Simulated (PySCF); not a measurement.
**C₆H₇N: geometry, NMR shifts, spin-spin couplings and electronic excitations**

Wanted: the NMR shifts, spin-spin couplings and electronic excitations of C₆H₇N (`N#C[C@@]12CC[C@@H]1C2`), by calculation.

Programs: PySCF 2.14.0, with density-fitted response routines of our own. Each step states its level of theory. These are calculated values for one molecule in the gas phase, unless marked as measured. Atoms count from 0, in the outputs and in this text.

### Step 1. The molecule as given

14 atoms, charge 0, multiplicity 1; geometry from: GFN2-xTB.

Bonds of the start (Å): N0–C1 1.15, C1–C2 1.41, C2–C3 1.53, C3–C4 1.54, C4–C5 1.52, C5–C6 1.49, C5–C2 1.53, C6–C2 1.51, C3–H7 1.09, C3–H8 1.09, C4–H9 1.09, C4–H10 1.09, C5–H11 1.08, C6–H12 1.08, C6–H13 1.08.

### Step 2. Optimising the geometry at PBE0-D3(BJ)/def2-SVP

The job: settings as JSON, then the geometry in Å.

```
{"job": {"xc": "PBE0", "basis": "def2-SVP", "d3": "d3bj", "grid": 1, "kind": "geom"}, "charge": 0, "multiplicity": 1}
N      2.967061     1.256730    -0.335298
C      1.951515     0.777660    -0.101315
C      0.700379     0.203512     0.183609
C     -0.527592     0.974630     0.675751
C     -1.422100     0.094294    -0.220768
C     -0.192752    -0.669696    -0.691791
C      0.517030    -1.264767     0.474553
H     -0.704224     0.905907     1.748755
H     -0.518327     2.021282     0.380763
H     -1.908910     0.654431    -1.015415
H     -2.166593    -0.509555     0.297660
H     -0.020109    -0.995502    -1.704250
H     -0.038490    -1.547648     1.357302
H      1.362436    -1.901751     0.257913
```

**Question.** This job is followed by: GIAO PBE0/pcSseg-1 NMR shielding, non-relativistic, gas phase; B3LYP/pcJ-1 indirect spin-spin coupling, non-relativistic, gas phase; TDDFT wB97X-D/def2-SVPD, vertical, gas phase, core orbitals frozen in the response; GIAO wB97X-D/pcSseg-2 NMR shielding, non-relativistic, gas phase. Predict these results of the whole session: point group; rotational constants (main isotopes); ¹³C shifts against TMS (PBE0/pcSseg-1); ¹H shifts against TMS (PBE0/pcSseg-1); ¹⁵N shifts against NH3 (PBE0/pcSseg-1); largest coupling of the table (B3LYP/pcJ-1); lowest singlet (wB97X-D/def2-SVPD); brightest single state of those computed; lowest triplet; vertical ionisation energy (ΔSCF); range of the shift of N0.

**Answer**, as computed:

| quantity | value |
| --- | --- |
| point group | C1 |
| rotational constants (main isotopes) | 5.85, 2.16, 1.87 GHz |
| ¹³C shifts against TMS (PBE0/pcSseg-1) | 125.7, 27.1, 26.3, 25.4, 22.7, 8.1 ppm |
| ¹H shifts against TMS (PBE0/pcSseg-1) | 2.21, 2.11, 2.02, 1.63, 1.23, 1.20, 0.95 ppm |
| ¹⁵N shifts against NH3 (PBE0/pcSseg-1) | 303.4 ppm |
| largest coupling of the table (B3LYP/pcJ-1) | ¹J(C,H) C5–H11, 189.2 Hz |
| lowest singlet (wB97X-D/def2-SVPD) | 6.74 eV (184 nm), f = 0.010 |
| brightest single state of those computed | state 6, 8.55 eV, f = 0.148 |
| lowest triplet | 5.81 eV |
| vertical ionisation energy (ΔSCF) | 9.95 eV |
| range of the shift of N0 | 296.1 to 303.4 ppm |

Over 3 steps the energy fell by 0.052 eV; of the close pairs, C1–C2 changed most, 1.406 to 1.429 Å. No frequency check was run at this level, so the end point may be a saddle. The most deshielded carbon is C1 (nitrile carbon), at 125.7 ppm: typical of a nitrile. At PBE0/pcSseg-1: The largest span, 503 ppm, is at N0, where the paramagnetic term is -379 ppm. In the run at B3LYP/pcJ-1, the largest coupling of the table is C5–H11, 189.2 Hz, of which the Fermi-contact term gives 188.2 Hz. Couplings across rotatable bonds belong to this one conformer; where others are populated, the observed values are averages. The lowest singlet, at 6.74 eV, is HOMO→LUMO 0.50, HOMO→LUMO+2 0.24 and is weak; of the 10 states computed, the strongest absorption comes from state 6 at 8.55 eV (the last state computed is bright too, and its partners may lie past the list). The lowest triplet lies 0.93 eV below the lowest singlet (triplets in Tamm-Dancoff, singlets in full TDDFT). The orbital energy would give 9.73 eV for ionisation, ΔSCF gives 9.95 eV. In ppm, N0 moves most: its shift spreads over 7.3 ppm, from 296.1 (wB97X-D/pcSseg-2) to 303.4 (PBE0/pcSseg-1). Most of that comes from the computed reference, not from the atom's own shielding.
